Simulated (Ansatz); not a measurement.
# CH7FSi2: the cost of one run

Program: Ansatz 0.2.0. Level of theory: RHF/6-31G*. These are calculated values, not measurements.

## Step 1: The system as given

Bond lengths: Si1–Si2 2.420 Å, Si2–H3 1.460 Å, Si2–H4 1.460 Å, Si2–H5 1.460 Å, Si1–H6 1.660 Å, Si1–F7 1.589 Å, Si1–C8 1.869 Å, C8–H9 1.110 Å, C8–H10 1.110 Å, C8–H11 1.110 Å. Angles (14 of 18 angles, heavy atoms first): Si2–Si1–F7 122.4°, Si2–Si1–C8 122.4°, F7–Si1–C8 109.5°, Si1–Si2–H3 78.1°, Si1–Si2–H4 130.9°, Si1–Si2–H5 113.2°, Si2–Si1–H6 55.0°, H6–Si1–F7 118.9°, H6–Si1–C8 118.9°, Si1–C8–H9 109.5°, Si1–C8–H10 109.5°, Si1–C8–H11 109.5°, H3–Si2–H4 109.4°, H3–Si2–H5 109.4°.

As a file:

```xyz
11

Si    0.0000    0.0000    0.0000
Si    1.3097    0.0000    2.0349
H    -0.0051   -0.4067    2.5222
H     2.3193   -0.9353    2.5222
H     1.6149    1.3420    2.5222
H     1.6588    0.0000    0.0648
F    -0.7489    1.2974   -0.5295
C    -0.8808   -1.5259   -0.6227
H    -1.3804   -2.0377    0.2261
H    -1.6409   -1.2332   -1.3768
H    -0.1449   -2.2146   -1.0879
```

## Step 2: A restrained relaxation towards end A

Springs on the bonds that form and break draw the guess towards this end; the thresholds are loose.

input.yaml

```yaml
crystal:
  periodic: [false, false, false]
  atoms:
    - { symbol: Si, position_ang: [0.0, 0.0, 0.0] }
    - { symbol: Si, position_ang: [1.3097, 0.0, 2.0349] }
    - { symbol: H, position_ang: [-0.0051, -0.4067, 2.5222] }
    - { symbol: H, position_ang: [2.3193, -0.9353, 2.5222] }
    - { symbol: H, position_ang: [1.6149, 1.342, 2.5222] }
    - { symbol: H, position_ang: [1.6588, 0.0, 0.0648] }
    - { symbol: F, position_ang: [-0.7489, 1.2974, -0.5295] }
    - { symbol: C, position_ang: [-0.8808, -1.5259, -0.6227] }
    - { symbol: H, position_ang: [-1.3804, -2.0377, 0.2261] }
    - { symbol: H, position_ang: [-1.6409, -1.2332, -1.3768] }
    - { symbol: H, position_ang: [-0.1449, -2.2146, -1.0879] }
basis:
  gaussian: { orbitals: "6-31G*" }
hamiltonian:
  xc: hf
relax:
  f_tol: 0.15
  max_steps: 25
  restrain:
    - { distance: [1, 5], at: 2.66, k: 30.0 }
    - { distance: [0, 1], at: 2.22, k: 30.0 }
    - { distance: [0, 5], at: 1.46, k: 30.0 }
```

Started as:

```sh
$ ansatz run input.yaml --threads 1 --pin off --max-ram 2048MiB --backend cpu --events-out ev --progress --plain --runs-dir out
```

What time and memory should one allow on 1 thread of Arm Neoverse V1, shared host?

About 19 s, with a peak of 0.15 GiB.
